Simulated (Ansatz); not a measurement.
## C2H4Se, SMILES CC=[Se]: an active-space calculation

Computed with the Ansatz DFT code, driven from Python.

`run_cas.py`
```python
"""Static correlation in C2H4Se: natural occupations of an active space."""

import ansatz as az
from ase import Atoms


def main() -> None:
    atoms = Atoms(["C", "C", "Se", "H", "H", "H", "H"], positions=[
        [-0.5983, 0.5929, 0.0001],
        [0.4245, -0.3706, 0.217],
        [2.1088, -1.9748, 0.554],
        [-1.4974, 0.1345, -0.3499],
        [-0.3196, 1.3514, -0.8079],
        [-0.8497, 1.1986, 0.9318],
        [0.793, -1.0, -0.5908],
    ])
    geometry = az.Crystal.molecule_from_ase(atoms)

    setup = (
        geometry.calculation()
        .basis(gaussian="def2-SVP")
        .correlation(active_electrons=6, active_orbitals=6)
    )
    for method in ["sc_nevpt2"]:
        rep = (setup if method is None else setup.correlation(method)).run(threads=1).report
        space = rep["configurations"]
        state = space["states"][0]
        print(method or "casscf", f"total {rep['free_energy_ev'] / 27.211386246:.6f} Ha, active-space state {state['energy']['hartree']:.6f} Ha, mean field {rep['reference_energy_ev'] / 27.211386246:.6f} Ha")
        print("  determinants", state["n_determinants"], " natural occupations", [round(n, 3) for n in space["natural_occupations"]])
    print("effectively unpaired electrons, sum of min(n, 2 - n):", round(sum(min(n, 2 - n) for n in space["natural_occupations"]), 3))


if __name__ == "__main__":
    main()
```

```console
$ python run_cas.py
sc_nevpt2 total -2477.872566 Ha, active-space state -2477.443003 Ha, mean field -2477.350320 Ha
  determinants 400  natural occupations [1.978, 1.806, 1.729, 0.272, 0.193, 0.022]
effectively unpaired electrons, sum of min(n, 2 - n): 0.974
```

Total energies depend on the basis set; only differences at equal settings carry meaning. The geometry is a force-field or estimated start, not a minimum of this method, and the basis set is short of its limit. The active space starts as a window about the frontier orbitals and is then optimised, not chosen by chemistry. Wall time of the script: 6.3 s on 1 thread of Arm Neoverse V1, on a shared host, peak memory 0.24 GiB.

(Lines on the test bed's own set-up are left out of the output.)
